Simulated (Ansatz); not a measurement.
# AlF2HO: the cost of one run

Program: Ansatz 0.2.0, driven from Python. Level of theory: B3LYP+D3(BJ)/def2-SVP. These are calculated values, not measurements.

## 1. The structure

Bond lengths: O1–Al2 1.780 Å, Al2–F3 1.769 Å, Al2–F4 1.745 Å, O1–H5 1.020 Å. Angles: O1–Al2–F3 118.8°, O1–Al2–F4 122.8°, F3–Al2–F4 118.4°, Al2–O1–H5 106.8°.

The script holds or builds the structure itself.

## 2. The code

File alf2ho.py:

```python
'''Stretching a bond of AlF2HO, the rest held rigid.'''

import ansatz
import matplotlib.pyplot as plt
import numpy as np


def main() -> None:
    geometry_ang = [
        ('O', [-0.4461, 1.2598, 0.2801]),
        ('Al', [0.0432, -0.4467, 0.1437]),
        ('F', [1.6588, -0.9171, 0.69]),
        ('F', [-0.9897, -1.6731, -0.546]),
        ('H', [-0.2164, 1.7035, -0.6092]),
    ]
    system = ansatz.Crystal.molecule()
    for symbol, xyz in geometry_ang:
        system = system.atom(symbol, xyz)

    symbols = [site.symbol for site in system.cartesian_sites]
    start = np.array([site.position_ang for site in system.cartesian_sites])
    axis = (start[2] - start[1]) / np.linalg.norm(start[2] - start[1])
    moving = [2]
    lengths, energies = [1.557, 1.628, 1.698, 1.769, 1.84, 1.911, 1.981, 2.088], []
    for length in lengths:
        xyz = start.copy()
        xyz[moving] += (length - np.linalg.norm(start[2] - start[1])) * axis
        point = ansatz.Crystal.molecule()
        for symbol, place in zip(symbols, xyz):
            point = point.atom(symbol, place.tolist())
        model = (
            point.calculation()
            .basis(gaussian='def2-SVP')
            .functional('B3LYP', dispersion='d3bj')
        )
        data = model.run(threads=1).report
        energies.append(data['free_energy_ev'])
        print(f'r = {length:6.3f} A  E = {energies[-1]:.5f} eV  <S^2> = {abs(data["mean_field"]["state"]["spin_squared"]):.3f}')

    # quartic fit about the minimum
    fit = np.polynomial.Polynomial.fit(lengths, np.array(energies) - min(energies), 4).convert()
    roots = [r.real for r in fit.deriv().roots() if abs(r.imag) < 1e-9 and fit.deriv(2)(r.real) > 0]
    r_e = min(roots, key=lambda r: abs(r - lengths[int(np.argmin(energies))]))
    print(f'minimum of the fit at {r_e:.4f} A, force constant {fit.deriv(2)(r_e):.2f} eV/A^2')
    plt.figure(figsize=(4.5, 3))
    plt.plot(lengths, np.array(energies) - min(energies), 'o-')
    plt.xlabel('bond length (A)')
    plt.ylabel('E - E(min) (eV)')
    plt.tight_layout()
    plt.savefig('scan.png', dpi=100)


if __name__ == '__main__':
    main()
```

## 3. What the engine is handed

The package turns the script's settings into the engine's input (first run):

```yaml
crystal:
  periodic: [false, false, false]
  atoms:
    - { symbol: O, position_ang: [-0.4461, 1.2598, 0.2801] }
    - { symbol: Al, position_ang: [0.0432, -0.4467, 0.1437] }
    - { symbol: F, position_ang: [1.4650650881771505, -0.8606919147552189, 0.6244903550824321] }
    - { symbol: F, position_ang: [-0.9897, -1.6731, -0.546] }
    - { symbol: H, position_ang: [-0.2164, 1.7035, -0.6092] }
basis:
  gaussian:
    orbitals: def2-SVP
hamiltonian:
  xc: b3lyp
  dispersion: d3bj
```

## 4. Running it

Launch:

```console
python alf2ho.py
```

Q: Estimate wall time and peak memory on 1 thread of Arm Neoverse V1, shared host.

About 12 s, with a peak of 0.22 GiB.
